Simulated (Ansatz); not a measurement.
# CH₄F₄MoO₂: basis-set convergence

An exercise on one series of results from a longer session: the logs are not shown, and one member is left open.

Computed with Ansatz 0.2.0, Gaussian basis. Level: one geometry, several basis sets.

Levels to be run: PBE0-D4/def2-SVP; ωB97M-V/def2-SVP; PBE0-D4/def2-QZVPP; ωB97M-V/def2-QZVPP; the functionals' def2-TZVPP values are taken from earlier runs.

### The geometry

The geometry comes from an earlier relaxation with PBE0-D4 in a triple-zeta def2 set; it is a stationary point, not always the lowest conformer. Mo takes the def2 core potential; no spin-orbit term is included.

SMILES `C[O][Mo]([OH])([F])([F])([F])[F]`, 12 atoms, charge 0, spin multiplicity 1.

Atoms are counted from 1 here; the program's logs count them from 0.

Bond lengths: C1–O2 1.396 Å, C1–H9 1.094 Å, C1–H10 1.091 Å, C1–H11 1.093 Å, O2–Mo3 1.800 Å, Mo3–O4 1.863 Å, Mo3–F5 1.855 Å, Mo3–F6 1.845 Å, Mo3–F7 1.862 Å, Mo3–F8 1.839 Å, O4–H12 0.963 Å. Angles: O2–C1–H9 108.6°, O2–C1–H10 108.8°, O2–C1–H11 108.8°, H9–C1–H10 110.6°, H9–C1–H11 110.1°, H10–C1–H11 110.0°, C1–O2–Mo3 143.3°, O2–Mo3–O4 89.8°, O2–Mo3–F5 168.0°, O2–Mo3–F6 100.3°, O2–Mo3–F7 85.0°, O2–Mo3–F8 94.9°, O4–Mo3–F5 83.1°, O4–Mo3–F6 169.8°, O4–Mo3–F7 95.1°, O4–Mo3–F8 92.7°, F5–Mo3–F6 87.1°, F5–Mo3–F7 86.0° and more.

Set-up of the first run:

The input, in.yaml:

```yaml
crystal:
  periodic: [false, false, false]
  atoms:
    - {symbol: C, position_ang: [0.858324, -1.762859, 0.498916]}
    - {symbol: O, position_ang: [0.089586, -0.621517, 0.736626]}
    - {symbol: Mo, position_ang: [-0.342136, 0.992031, 0.066631]}
    - {symbol: O, position_ang: [-1.341294, 0.164065, -1.270143]}
    - {symbol: F, position_ang: [-0.647373, 2.509676, -0.955017]}
    - {symbol: F, position_ang: [0.522772, 2.091402, 1.270306]}
    - {symbol: F, position_ang: [1.279568, 0.868259, -0.839324]}
    - {symbol: F, position_ang: [-1.813921, 1.221048, 1.145118]}
    - {symbol: H, position_ang: [1.749450, -1.471989, -0.065343]}
    - {symbol: H, position_ang: [1.137988, -2.204102, 1.456861]}
    - {symbol: H, position_ang: [0.263024, -2.473444, -0.080148]}
    - {symbol: H, position_ang: [-1.755997, 0.687421, -1.964484]}
basis:
  gaussian: {orbitals: def2-SVP}
hamiltonian: {xc: pbe0, dispersion: d4}
output: {orbitals: {seedname: orbitals}}
```

Command:

```bash
ansatz run in.yaml --threads 4 --pin off --events-out ev --progress --plain --max-ram 66560MiB --backend cpu
```

Steps of the session up to this table: PBE0-D4 in def2-SVP; ωB97M-V in def2-SVP; PBE0-D4 in def2-QZVPP; ωB97M-V in def2-QZVPP.

One table of the session follows, with a row left open; its other results are not shown here.

It belongs to the step «Density functionals: the series». 

| functional | basis | HOMO (eV) | LUMO (eV) |
| --- | --- | --- | --- |
| PBE0-D4 | def2-SVP | -10.13 | -4.15 |
| PBE0-D4 | def2-TZVPP | -10.13 | -4.04 |
| PBE0-D4 | def2-QZVPP | -10.12 | -4.02 |
| ωB97M-V | def2-SVP | -12.49 | -2.07 |
| ωB97M-V | def2-TZVPP | ? | ? |
| ωB97M-V | def2-QZVPP | -12.49 | -1.94 |

Q: Estimate the row for ωB97M-V, def2-TZVPP from the others.

**Answer.** HOMO (eV): -12.49; LUMO (eV): -1.96.
